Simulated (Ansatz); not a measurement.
**CH₄InNO₂: one species, many methods**

One table from this session's results is given with a row withheld; the runs are named, their logs left out.

Method: functionals in def2-TZVPP, the program's frozen cores in correlated methods; program: Ansatz 0.2.0, Gaussian basis.

Levels to be run: LDA (SPW92), PBE-D4, revPBE-D4, BLYP-D4, r2SCAN-D4, B97M-V, PBE0-D4, B3LYP-D4, r2SCANh-D4, r2SCAN0-D4, HSE06-D4, BHLYP-D4, CAM-B3LYP-D4, LC-ωPBE, ωB97X-V, ωB97M-V, B2PLYP, PBE-QIDH; CCSD(T)/def2-SVP; CCSD(T)/def2-TZVPP; MP2/def2-QZVPP; extrapolation to the limit; RPA on PBE.

### The geometry

The geometry comes from an earlier relaxation with PBE0-D4 in a triple-zeta def2 set; it is a stationary point, not always the lowest conformer. In takes the def2 core potential; no spin-orbit term is included.

SMILES `N=C(O)[O][InH2]`, 9 atoms, charge 0, spin multiplicity 1.

Atoms are counted from 1 here; the program's logs count them from 0.

Bond lengths: N1–C2 1.274 Å, N1–H6 1.013 Å, C2–O3 1.344 Å, C2–O4 1.316 Å, O3–H7 0.965 Å, O4–In5 2.022 Å, In5–H8 1.696 Å, In5–H9 1.702 Å. Angles: C2–N1–H6 112.5°, N1–C2–O3 119.0°, N1–C2–O4 131.2°, O3–C2–O4 109.8°, C2–O3–H7 105.2°, C2–O4–In5 126.7°, O4–In5–H8 106.7°, O4–In5–H9 114.0°, H8–In5–H9 139.3°.

As a file:

```mol
CH4InNO2
  3D, bonds by distance, orders not assigned

  9  8  0  0  0  0  0  0  0  0999 V2000
    0.8026    1.3512   -0.2514 N   0  0
    0.8386    0.1088   -0.5291 C   0  0
    1.8383   -0.3576   -1.2975 O   0  0
    0.0375   -0.8795   -0.1906 O   0  0
   -1.6397   -0.7466    0.9310 In  0  0
    0.0107    1.5947    0.3323 H   0  0
    2.3797    0.4140   -1.5039 H   0  0
   -2.2696   -2.3162    1.0514 H   0  0
   -1.9983    0.8312    1.4579 H   0  0
  1  2  8  0
  2  3  8  0
  2  4  8  0
  4  5  8  0
  1  6  8  0
  3  7  8  0
  5  8  8  0
  5  9  8  0
M  END
```

Set-up of the first run:

Contents of in.yaml:

```yaml
crystal:
  periodic: [false, false, false]
  atoms:
    - {symbol: N, position_ang: [0.802624, 1.351224, -0.251414]}
    - {symbol: C, position_ang: [0.838628, 0.108800, -0.529072]}
    - {symbol: O, position_ang: [1.838335, -0.357584, -1.297517]}
    - {symbol: O, position_ang: [0.037535, -0.879529, -0.190553]}
    - {symbol: In, position_ang: [-1.639682, -0.746569, 0.930959]}
    - {symbol: H, position_ang: [0.010749, 1.594662, 0.332339]}
    - {symbol: H, position_ang: [2.379698, 0.413996, -1.503934]}
    - {symbol: H, position_ang: [-2.269646, -2.316229, 1.051357]}
    - {symbol: H, position_ang: [-1.998251, 0.831220, 1.457855]}
basis:
  gaussian: {orbitals: def2-TZVPP}
hamiltonian: {xc: lda}
output: {orbitals: {seedname: orbitals}}
```

Run with:

```
ansatz run in.yaml --threads 2 --pin off --events-out ev --progress --plain --max-ram 22528MiB --backend cpu
```

Steps of the session up to this table: LDA; PBE-D4 (GGA); revPBE-D4 (GGA); BLYP-D4 (GGA); r2SCAN-D4 (meta-GGA); B97M-V (meta-GGA); PBE0-D4 (hybrid); B3LYP-D4 (hybrid); r2SCANh-D4 (hybrid); r2SCAN0-D4 (hybrid); HSE06-D4 (hybrid); BHLYP-D4 (hybrid); CAM-B3LYP-D4 (range-separated); LC-ωPBE (range-separated); ωB97X-V (range-separated); ωB97M-V (range-separated); B2PLYP (double hybrid); PBE-QIDH (double hybrid).

One table of the session follows, with a row left open; its other results are not shown here.

It belongs to the step «Orbital energies across the functionals». 

```
  functional  HOMO (eV)  LUMO (eV)  gap (eV)
 LDA (SPW92)      -6.00      -3.19      2.81
      PBE-D4      -5.76      -2.91      2.85
   revPBE-D4      -5.67      -2.79      2.88
     BLYP-D4      -5.64      -2.90      2.74
   r2SCAN-D4      -6.01      -2.63      3.39
      B97M-V      -6.04      -2.91      3.13
     PBE0-D4      -7.09      -2.19      4.90
    B3LYP-D4      -6.87      -2.50      4.38
  r2SCANh-D4      -6.52      -2.38      4.14
  r2SCAN0-D4      -7.29      -2.01      5.27
    HSE06-D4      -6.69      -2.55      4.14
    BHLYP-D4      -8.35      -1.58      6.77
CAM-B3LYP-D4      -8.52      -1.42      7.10
     LC-ωPBE      -9.89      -0.27      9.62
     ωB97X-V      -9.51      -0.41      9.10
     ωB97M-V          ?          ?         ?
```

Estimate the missing values for ωB97M-V.

As computed: HOMO (eV): -9.42; LUMO (eV): -0.70; gap (eV): 8.72. In the column «HOMO (eV)» it lies between ωB97X-V (-9.51) and CAM-B3LYP-D4 (-8.52).
